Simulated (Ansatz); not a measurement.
**SiH₃Br+ (doublet): from Hartree-Fock to the top rungs, cc-pVDZ**

How much of the correlation energy of SiH₃Br+ (doublet) does each wave-function method recover here?

Method: cc-pVDZ, core rule «outside noble gas», up to 19 orbitals frozen; program: Ansatz 0.2.0, Gaussian basis.

The runs, in order: UHF; CCSD(T) on ROHF; CCSD(T) on UHF; BCCD(T) on ROHF; CISD; CCSDT(Q) on ROHF; CCSDT(Q) on UHF.

15 further runs of the same task are left out: 1 for a known fault of the program, 6 that didn't finish, 8 set aside as unsound or not needed.

### 1 The system

The geometry is a PBE0/def2-TZVP stationary point (not a proven minimum) of the parent state, kept for this charge and spin. No spin-orbit coupling is included. The filled d shell of Br may be among the frozen orbitals whatever the setting's name suggests; the logs give the count.

5 atoms, charge 1, spin multiplicity 2.

Atoms are counted from 1 here; the program's logs count them from 0.

Bond lengths: Si1–Br2 2.220 Å, Si1–H3 1.481 Å, Si1–H4 1.481 Å, Si1–H5 1.481 Å. Angles: Br2–Si1–H3 108.4°, Br2–Si1–H4 108.4°, Br2–Si1–H5 108.4°, H3–Si1–H4 110.5°, H3–Si1–H5 110.5°, H4–Si1–H5 110.5°.

As a file:

```xyz
5
charge 1, multiplicity 2
Si   -1.5849   -0.0109    0.0039
Br    0.6347    0.0044   -0.0016
H    -2.0621    1.3906    0.0069
H    -2.0445   -0.7181    1.2208
H    -2.0506   -0.7149   -1.2124
```

In the tables R marks a restricted open-shell determinant and U an unrestricted one; energies count from the table's Hartree-Fock row.

### 2 UHF

in.yaml

```yaml
crystal:
  periodic: [false, false, false]
  atoms:
    - {symbol: Si, position_ang: [-1.584866, -0.010911, 0.003926]}
    - {symbol: Br, position_ang: [0.634735, 0.004370, -0.001572]}
    - {symbol: H, position_ang: [-2.062066, 1.390643, 0.006932]}
    - {symbol: H, position_ang: [-2.044541, -0.718097, 1.220754]}
    - {symbol: H, position_ang: [-2.050590, -0.714937, -1.212434]}
basis:
  gaussian: {orbitals: cc-pVDZ}
total_charge: 1
magnetization: {spin_polarized: true, initial_magnetization: 1}
hamiltonian: {xc: hf}
output: {orbitals: {seedname: orbitals}}
```

Run with:

```console
$ ansatz run in.yaml --threads 1 --pin off --events-out ev --progress --plain --max-ram 2393MiB
```

Log:

```text
Functional definition: HF
  name "HF"
  cite "Fock, Z. Phys. 61, 126 (1930) doi:10.1007/BF01340294"
  parent pbe
  exchange = exact_x
  correlation = 0
626 factors; integrals over basis functions are off by at most 1.0e-3 eV
mean field evaluation 1: about -77896.9360 eV, gradient 1.0e1 eV
mean field evaluation 2: about -77896.9388 eV, gradient 1.0e1 eV
mean field evaluation 4: about -77898.4356 eV, gradient 2.6e0 eV
mean field evaluation 8: about -77898.8162 eV, gradient 1.6e-1 eV
mean field evaluation 16: about -77898.8170 eV, gradient 3.8e-6 eV
mean field evaluation 32: about -77898.8170 eV, gradient 2.4e-3 eV
mean field evaluation 64: about -77898.7432 eV, gradient 1.2e0 eV
mean field evaluation 96: about -77898.8170 eV, gradient 1.9e-2 eV
mean field evaluation 128: about -77898.8169 eV, gradient 6.2e-2 eV
mean field evaluation 160: about -77898.8170 eV, gradient 2.7e-5 eV
mean field evaluation 192: about -77898.8170 eV, gradient 2.7e-4 eV
mean field evaluation 224: about -77898.3014 eV, gradient 3.9e0 eV
mean field -77898.81703717 eV, -2862.7287244012 hartree, gradient 8.8e-6 eV, S^2 0.758334; 3 other end points of the search recorded, 0 dependent functions left out
reference -77898.81703717 eV, -2862.7287244012 hartree; 26, 25 occupied and 34, 35 virtual orbitals, 626 factors
Total energy: -77898.81703717 eV, -2862.7287244012 hartree
```

Wall time 7 s (1 thread of Arm Neoverse V1, shared host).

From the report: ⟨S²⟩ of the determinant 0.758 (pure doublet: 0.75).

### 3 CCSD(T) on ROHF

in.yaml: that of step 2 with these lines changed.

```diff
@@ -11,4 +11,3 @@
 total_charge: 1
-magnetization: {spin_polarized: true, initial_magnetization: 1}
-hamiltonian: {xc: hf}
-output: {orbitals: {seedname: orbitals}}
+magnetization: {spin_polarized: false, initial_magnetization: 1}
+correlation: {method: ccsd_t, electrons: outside_noble_gas}
```

Launched as before.

Log, shortened:

```text
Functional definition: HF
  name "HF"
  cite "Fock, Z. Phys. 61, 126 (1930) doi:10.1007/BF01340294"
  parent pbe
[...]
626 factors; integrals over basis functions are off by at most 1.0e-3 eV
[...]
mean field -77898.71016167 eV, -2862.7247967993 hartree, gradient 1.5e-10 eV, S^2 0.750000; 12 other end points of the search recorded, 0 dependent functions left out
[...]
determinant -77898.71016167 eV, -2862.7247967993 hartree, with singles and doubles -77905.13111372 eV, -2862.9607624349 hartree
determinant -77898.71014959 eV, -2862.7247963553 hartree, with singles and doubles -77905.13111686 eV, -2862.9607625501 hartree
determinant -77896.60122529 eV, -2862.6472948166 hartree, with singles and doubles -77903.10248418 eV, -2862.8862116741 hartree
determinant -77898.71016167 eV, -2862.7247967993 hartree, with singles and doubles -77905.13257114 eV, -2862.9608159940 hartree
determinant -77898.71014959 eV, -2862.7247963553 hartree, with singles and doubles -77905.13257850 eV, -2862.9608162643 hartree
19 core orbitals not correlated: weight in the atoms' cores, before any rotation towards them, 1.000 or more for the frozen orbitals, at most 0.000 for the correlated occupied ones
reference -77898.71016167 eV, -2862.7247967993 hartree; 7, 6 occupied and 34, 35 virtual orbitals, 626 factors
second order -5.29137876 eV of doubles, -0.06954541 eV of singles
cycle   1  -6.42241030 eV  change   -8.3e-7 eV  update   1.3e-6
perturbative correction -0.13781259 eV, -0.0050645193 hartree
Total energy: -77905.27038456 eV, -2862.9658805438 hartree
```

It took 21 s on 1 thread of Arm Neoverse V1, shared host.

From the report: correlation -6.5602 eV; T1 0.029; largest double amplitude 0.04.

### 4 CCSD(T) on UHF

in.yaml: that of step 3 with these lines changed.

```diff
@@ -11,3 +11,3 @@
 total_charge: 1
-magnetization: {spin_polarized: false, initial_magnetization: 1}
+magnetization: {spin_polarized: true, initial_magnetization: 1}
 correlation: {method: ccsd_t, electrons: outside_noble_gas}
```

Launched as before.

Log, shortened:

```text
Functional definition: HF
  name "HF"
  cite "Fock, Z. Phys. 61, 126 (1930) doi:10.1007/BF01340294"
  parent pbe
[...]
626 factors; integrals over basis functions are off by at most 1.0e-3 eV
[...]
mean field -77898.81703724 eV, -2862.7287244038 hartree, gradient 2.8e-10 eV, S^2 0.758334; 11 other end points of the search recorded, 0 dependent functions left out
determinant -77898.81703724 eV, -2862.7287244038 hartree, with singles and doubles -77905.13500295 eV, -2862.9609053614 hartree
determinant -77898.81702254 eV, -2862.7287238638 hartree, with singles and doubles -77905.13499864 eV, -2862.9609052030 hartree
determinant -77896.72703232 eV, -2862.6519181397 hartree, with singles and doubles -77903.10671078 eV, -2862.8863669989 hartree
determinant -77898.81703724 eV, -2862.7287244038 hartree, with singles and doubles -77905.13641983 eV, -2862.9609574306 hartree
determinant -77898.81702254 eV, -2862.7287238638 hartree, with singles and doubles -77905.13641994 eV, -2862.9609574349 hartree
19 core orbitals not correlated: weight in the atoms' cores, before any rotation towards them, 1.000 or more for the frozen orbitals, at most 0.000 for the correlated occupied ones
reference -77898.81703724 eV, -2862.7287244038 hartree; 7, 6 occupied and 34, 35 virtual orbitals, 626 factors
second order -5.24511860 eV of doubles, -0.00000000 eV of singles
cycle   1  -6.31938369 eV  change   -1.1e-6 eV  update   2.5e-6
perturbative correction -0.13585645 eV, -0.0049926324 hartree
Total energy: -77905.27227737 eV, -2862.9659501032 hartree
```

Run time: 27 s. Hardware: 1 thread of Arm Neoverse V1, shared host.

From the report: ⟨S²⟩ of the determinant 0.758 (pure doublet: 0.75); correlation -6.4552 eV; T1 0.026; largest double amplitude 0.04.

### 5 BCCD(T) on ROHF

in.yaml: that of step 4 with these lines changed.

```diff
@@ -11,3 +11,3 @@
 total_charge: 1
-magnetization: {spin_polarized: true, initial_magnetization: 1}
-correlation: {method: ccsd_t, electrons: outside_noble_gas}
+magnetization: {spin_polarized: false, initial_magnetization: 1}
+correlation: {method: bccd_t, electrons: outside_noble_gas}
```

Launched as before.

Log, shortened:

```text
Functional definition: HF
  name "HF"
  cite "Fock, Z. Phys. 61, 126 (1930) doi:10.1007/BF01340294"
  parent pbe
[...]
626 factors; integrals over basis functions are off by at most 1.0e-3 eV
[...]
mean field -77898.71016167 eV, -2862.7247967993 hartree, gradient 1.5e-10 eV, S^2 0.750000; 12 other end points of the search recorded, 0 dependent functions left out
[...]
determinant -77898.71016167 eV, -2862.7247967993 hartree, with singles and doubles -77905.13111372 eV, -2862.9607624349 hartree
determinant -77898.71014959 eV, -2862.7247963553 hartree, with singles and doubles -77905.13111686 eV, -2862.9607625501 hartree
determinant -77896.60122529 eV, -2862.6472948166 hartree, with singles and doubles -77903.10248418 eV, -2862.8862116741 hartree
determinant -77898.71016167 eV, -2862.7247967993 hartree, with singles and doubles -77905.13257114 eV, -2862.9608159940 hartree
determinant -77898.71014959 eV, -2862.7247963553 hartree, with singles and doubles -77905.13257850 eV, -2862.9608162643 hartree
19 core orbitals not correlated: weight in the atoms' cores, before any rotation towards them, 1.000 or more for the frozen orbitals, at most 0.000 for the correlated occupied ones
reference -77898.71016167 eV, -2862.7247967993 hartree; 7, 6 occupied and 34, 35 virtual orbitals, 626 factors
second order -5.29137876 eV of doubles, -0.06954541 eV of singles
cycle   1  -6.41858853 eV  change    3.8e-3 eV  update   9.9e-3
[...]
cycle   9  -6.41432848 eV  change   -1.1e-6 eV  update   1.6e-5
perturbative correction -0.14788903 eV, -0.0054348217 hartree
Total energy: -77905.27237918 eV, -2862.9659538448 hartree
```

Wall time 23 s (1 thread of Arm Neoverse V1, shared host).

From the report: correlation -6.5622 eV; largest double amplitude 0.04.

### 6 CISD

in.yaml: that of step 5 with these lines changed.

```diff
@@ -12,2 +12,2 @@
 magnetization: {spin_polarized: false, initial_magnetization: 1}
-correlation: {method: bccd_t, electrons: outside_noble_gas}
+correlation: {active_space: {ras: {orbitals: [6, 1, 34], electrons: 13, max_holes: 2, max_particles: 2}, fixed_orbitals: true}}
```

Launched as before.

Log, shortened:

```text
Functional definition: HF
  name "HF"
  cite "Fock, Z. Phys. 61, 126 (1930) doi:10.1007/BF01340294"
  parent pbe
[...]
626 factors; integrals over basis functions are off by at most 1.0e-3 eV
[...]
mean field -77898.71016167 eV, -2862.7247967993 hartree, gradient 1.5e-10 eV, S^2 0.750000; 11 other end points of the search recorded, 0 dependent functions left out
reference -77898.71016167 eV, -2862.7247967993 hartree; 26, 25 occupied and 34, 35 virtual orbitals, 626 factors
state -77904.59141198 eV, -2862.9409287616 hartree
Total energy: -77904.59141198 eV, -2862.9409287616 hartree
```

Run time: 16 s. Hardware: 1 thread of Arm Neoverse V1, shared host.

From the report: 108,671 determinants.

### 7 CCSDT(Q) on ROHF

in.yaml: that of step 6 with these lines changed.

```diff
@@ -12,2 +12,2 @@
 magnetization: {spin_polarized: false, initial_magnetization: 1}
-correlation: {active_space: {ras: {orbitals: [6, 1, 34], electrons: 13, max_holes: 2, max_particles: 2}, fixed_orbitals: true}}
+correlation: {method: ccsdt_q, electrons: outside_noble_gas}
```

Same command.

Log, shortened:

```text
Functional definition: HF
  name "HF"
  cite "Fock, Z. Phys. 61, 126 (1930) doi:10.1007/BF01340294"
  parent pbe
[...]
1154 factors; integrals over basis functions are off by at most 2.1e-7 eV
[...]
mean field -77898.71023689 eV, -2862.7247995634 hartree, gradient 2.0e-10 eV, S^2 0.750000; 12 other end points of the search recorded, 0 dependent functions left out
[...]
determinant -77898.71023689 eV, -2862.7247995634 hartree, with singles and doubles -77905.13117140 eV, -2862.9607645544 hartree
determinant -77898.71022481 eV, -2862.7247991194 hartree, with singles and doubles -77905.13117450 eV, -2862.9607646682 hartree
determinant -77896.60130306 eV, -2862.6472976749 hartree, with singles and doubles -77903.10254447 eV, -2862.8862138900 hartree
determinant -77898.71023689 eV, -2862.7247995634 hartree, with singles and doubles -77905.13262849 eV, -2862.9608181015 hartree
determinant -77898.71022481 eV, -2862.7247991194 hartree, with singles and doubles -77905.13263582 eV, -2862.9608183708 hartree
19 core orbitals not correlated: weight in the atoms' cores, before any rotation towards them, 1.000 or more for the frozen orbitals, at most 0.000 for the correlated occupied ones
reference -77898.71023689 eV, -2862.7247995634 hartree; 7, 6 occupied and 34, 35 virtual orbitals, 1154 factors
second order -5.29140702 eV of doubles, -0.06954554 eV of singles
cycle   1  -6.12264111 eV  change   -7.6e-1 eV  update   7.5e-2
[...]
cycle  17  -6.58995883 eV  change   -1.2e-6 eV  update   1.0e-6
perturbative correction -0.00793410 eV, -0.0002915729 hartree
Total energy: -77905.30812982 eV, -2862.9672676565 hartree
```

Run time: 2.1 min. Hardware: 1 thread of Arm Neoverse V1, shared host; peak memory 0.77 GiB.

From the report: correlation -6.5979 eV; T1 0.033; largest double amplitude 0.05.

### 8 CCSDT(Q) on UHF

in.yaml: that of step 7 with these lines changed.

```diff
@@ -11,3 +11,3 @@
 total_charge: 1
-magnetization: {spin_polarized: false, initial_magnetization: 1}
+magnetization: {spin_polarized: true, initial_magnetization: 1}
 correlation: {method: ccsdt_q, electrons: outside_noble_gas}
```

The command is unchanged.

Log, shortened:

```text
Functional definition: HF
  name "HF"
  cite "Fock, Z. Phys. 61, 126 (1930) doi:10.1007/BF01340294"
  parent pbe
[...]
1154 factors; integrals over basis functions are off by at most 2.1e-7 eV
[...]
mean field -77898.81711270 eV, -2862.7287271771 hartree, gradient 2.4e-10 eV, S^2 0.758334; 11 other end points of the search recorded, 0 dependent functions left out
determinant -77898.81711270 eV, -2862.7287271771 hartree, with singles and doubles -77905.13505998 eV, -2862.9609074571 hartree
determinant -77898.81709801 eV, -2862.7287266371 hartree, with singles and doubles -77905.13505634 eV, -2862.9609073235 hartree
determinant -77896.72711048 eV, -2862.6519210121 hartree, with singles and doubles -77903.10677113 eV, -2862.8863692165 hartree
determinant -77898.81711270 eV, -2862.7287271771 hartree, with singles and doubles -77905.13647690 eV, -2862.9609595281 hartree
determinant -77898.81709801 eV, -2862.7287266371 hartree, with singles and doubles -77905.13647738 eV, -2862.9609595455 hartree
19 core orbitals not correlated: weight in the atoms' cores, before any rotation towards them, 1.000 or more for the frozen orbitals, at most 0.000 for the correlated occupied ones
reference -77898.81711270 eV, -2862.7287271771 hartree; 7, 6 occupied and 34, 35 virtual orbitals, 1154 factors
second order -5.24514660 eV of doubles, -0.00000000 eV of singles
cycle   1  -6.01361002 eV  change   -7.7e-1 eV  update   7.5e-2
[...]
cycle  17  -6.48494213 eV  change   -1.6e-6 eV  update   1.3e-6
perturbative correction -0.00843119 eV, -0.0003098404 hartree
Total energy: -77905.31048602 eV, -2862.9673542452 hartree
```

Run time: 2.1 min. Hardware: 1 thread of Arm Neoverse V1, shared host; peak memory 0.63 GiB.

From the report: ⟨S²⟩ of the determinant 0.758 (pure doublet: 0.75); correlation -6.4934 eV; T1 0.030; largest double amplitude 0.05.

### 9 All levels against the top one

The yardstick is UCCSDT(Q), where the cluster series has nearly closed. Rows without a time come out of other runs: HF, MP2 and CCSD of CCSD(T), CCSDT of CCSDT(Q).

Differences are taken before rounding.

```
   method  energy from the lowest RHF (meV)  from UCCSDT(Q) (meV)     time
      RHF                               0.0               +6600.3         
      UHF                            -106.9               +6493.4         
     RMP2                           -5360.9               +1239.4         
     UMP2                           -5352.0               +1248.3         
     CISD                           -5881.3                +719.1     16 s
    RCCSD                           -6422.4                +177.9         
    UCCSD                           -6426.3                +174.1         
 RCCSD(T)                           -6560.2                 +40.1     21 s
 UCCSD(T)                           -6562.1                 +38.2     27 s
  BCCD(T)                           -6562.2                 +38.1     23 s
   RCCSDT                           -6590.0                 +10.3         
   UCCSDT                           -6591.9                  +8.4         
RCCSDT(Q)                           -6598.0                  +2.4  2.1 min
UCCSDT(Q)                           -6600.3                     0  2.1 min
```

Among the levels timed on like hardware and quicker than the yardstick, those that no quicker one beats, quickest first: CISD (16 s, +719.1 meV); RCCSD(T) (21 s, +40.1 meV); BCCD(T) (23 s, +38.1 meV); RCCSDT(Q) (2.1 min, +2.4 meV).

### 10 What came out

| quantity | value |
| --- | --- |
| UCCSDT(Q) below the RHF energy | -6.6003 eV |
| RMP2 from UCCSDT(Q) | +1239.4 meV |
| UMP2 from UCCSDT(Q) | +1248.3 meV |
| RCCSD from UCCSDT(Q) | +177.9 meV |
| RCCSD(T) from UCCSDT(Q) | +40.1 meV |
| UCCSD(T) from UCCSDT(Q) | +38.2 meV |
| RCCSDT(Q) from UCCSDT(Q) | +2.4 meV |
| levels within 1 kcal/mol (43 meV) | RCCSD(T), UCCSD(T), BCCD(T), RCCSDT, UCCSDT, RCCSDT(Q) |
| T1 diagnostic | 0.029 |

What this shows: RCCSD(T) lands +40.1 meV from the yardstick (0.6 % of the correlation energy). These misses are within one basis, not against nature; the frozen cores of restricted and unrestricted runs differ, which can shift their rows.

RCCSDT(Q) reaches 2.4 meV from the reference in 2.1 min, where UCCSDT(Q) took 2.1 min; the quickest level in the cost chart, CISD, takes 16 s and misses by 719.1 meV.
